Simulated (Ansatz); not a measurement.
Write a Python script for the Python package of Ansatz (0.2.0) that makes a relaxed scan of one distance of C₂HK, SMILES C#[C][K]. Use (for the species named): B3LYP, def2-SVP basis, multiplicity 1.

| atom | x (Å) | y (Å) | z (Å) |
| --- | --- | --- | --- |
| C | -0.7567 | 0.4497 | -0.2615 |
| C | 0.1724 | -0.1244 | 0.0579 |
| K | 2.2327 | -1.4319 | 0.7517 |
| H | -1.5928 | 1.0464 | -0.5684 |

The script, `relaxed_scan.py`:
```python
"""Relaxed scan of one distance in C2HK."""

import ansatz as az
import numpy as np

params = {
    "basis": "def2-SVP",
    "functional": "b3lyp",
}

GEOMETRY = """
C    -0.75670    0.44970   -0.26150
C     0.17240   -0.12440    0.05790
K     2.23270   -1.43190    0.75170
H    -1.59280    1.04640   -0.56840
"""


def main() -> None:
    molecule = az.Crystal.molecule()
    for line in GEOMETRY.strip().splitlines():
        symbol, *xyz = line.split()
        molecule = molecule.atom(symbol, [float(v) for v in xyz])

    model = (
        molecule.calculation()
        .basis(gaussian=params["basis"])
        .functional(params["functional"])
    )
    symbols = [site.symbol for site in molecule.cartesian_sites]
    pairs = [(0, 1), (0, 3), (1, 2)]
    print("held (A)   E (eV)        ", "  ".join(f"{symbols[i]}{i}-{symbols[j]}{j}" for i, j in pairs))
    for length in [2.33, 2.54, 2.74, 3.04, 3.42]:
        r = model.relax(constraints=[az.DistanceConstraint((1, 2), at=length)], force_tolerance=0.02, max_steps=60).run().report
        xyz = np.array(r["positions_ang"])
        print(f"{length:6.2f} {r['free_energy_ev']:14.5f}  ", "  ".join(f"{np.linalg.norm(xyz[i] - xyz[j]):.3f}" for i, j in pairs))


if __name__ == "__main__":
    main()
```

Output of `python relaxed_scan.py`:
```text
held (A)   E (eV)         C0-C1  C0-H3  C1-K2
DeckWarning: relax.constraints: the input's atoms, or those drawn, lie off the distances that are held; a relaxation that starts there is brought onto them ahead of its first SCF, by positions alone, [...]
  2.33   -18409.17277   1.237  1.076  2.330
  2.54   -18409.39253   1.236  1.076  2.540
  2.74   -18409.34351   1.235  1.076  2.740
  3.04   -18409.06551   1.234  1.076  3.040
  3.42   -18408.61130   1.234  1.076  3.420
```
(Warnings from the package without file and line, shortened, repeats left out.)

What to keep in mind:
- Total energies depend on the basis set; only differences at equal settings carry meaning.
- The energies are electronic: no zero-point or thermal terms, and the basis set is short of its limit.
- b3lyp holds the VWN-RPA fit, as in Gaussian; the form of ORCA and Turbomole is b3lyp5.
- Timing: 64 s on 1 thread of Arm Neoverse V2 (shared host), peak memory 0.19 GiB.
